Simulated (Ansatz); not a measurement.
Relaxation of a periodic cell of 17 atoms, Mo₁₆H (host Mo, host structure bcc, interstitial H), to a largest force component of 0.08 eV/Å in at most 25 steps.

All numbers below come from Ansatz 0.2.0, DFT LDA, scalar-relativistic, plane waves, PAW. Settings: cutoff 420 eV, k mesh 2x2x2, fermi-dirac smearing 0.05 eV, no spin polarisation.

```xyz
17
Lattice="6.3000 0.0000 0.0000 0.0000 6.3000 0.0000 0.0000 0.0000 6.3000" Properties=species:S:1:pos:R:3
Mo 0.000 0.000 0.000
Mo 3.150 0.000 0.000
Mo 0.000 3.150 0.000
Mo 0.000 0.000 3.150
Mo 1.575 1.575 1.575
Mo 3.150 3.150 0.000
Mo 3.150 0.000 3.150
Mo 4.725 1.575 1.575
Mo 0.000 3.150 3.150
Mo 1.575 4.725 1.575
Mo 1.575 1.575 4.725
Mo 3.150 3.150 3.150
Mo 4.725 4.725 1.575
Mo 4.725 1.575 4.725
Mo 1.575 4.725 4.725
Mo 4.725 4.725 4.725
H 0.009 0.843 1.605
```

Task: Where does it end, and by what steps?

Result: It converged. Limits of this set-up: coarse k mesh, odd electron count without spin, a small cell, in which the defect meets its images, a typed lattice constant that wasn't relaxed here. After 3 steps the energy has fallen by 0.269 eV; Mo5 moved furthest, 0.07 Å.

| step | energy less start (eV) | largest force component (eV/Å) | accepted |
| --- | --- | --- | --- |
| 0 | 0.0000 | 1.859 | yes |
| 1 | -0.0061 | 1.379 | yes |
| 2 | -0.2560 | 0.300 | yes |
| 3 | -0.2688 | 0.024 | yes |

```xyz
17
Lattice="6.3000 0.0000 0.0000 0.0000 6.3000 0.0000 0.0000 0.0000 6.3000" Properties=species:S:1:pos:R:3
Mo 0.001 -0.036 -0.053
Mo 3.151 0.002 -0.006
Mo 0.001 3.156 -0.009
Mo 0.001 -0.036 3.207
Mo 1.631 1.618 1.577
Mo 3.151 3.169 -0.010
Mo 3.151 0.002 3.160
Mo 4.670 1.618 1.577
Mo 0.001 3.156 3.163
Mo 1.587 4.726 1.577
Mo 1.583 1.580 4.727
Mo 3.151 3.169 3.163
Mo 4.714 4.726 1.577
Mo 4.718 1.580 4.727
Mo 1.586 4.712 4.727
Mo 4.715 4.712 4.727
H 0.001 0.791 1.577
```

Whether the end is a true minimum wasn't checked by a vibrational analysis.

Run time: 20 s on 2 threads of Intel(R) Xeon(R) Platinum 8259CL CPU @ 2.50GHz (Skylake/Cascade Lake), with other jobs on the host, peak memory 0.76 GiB.
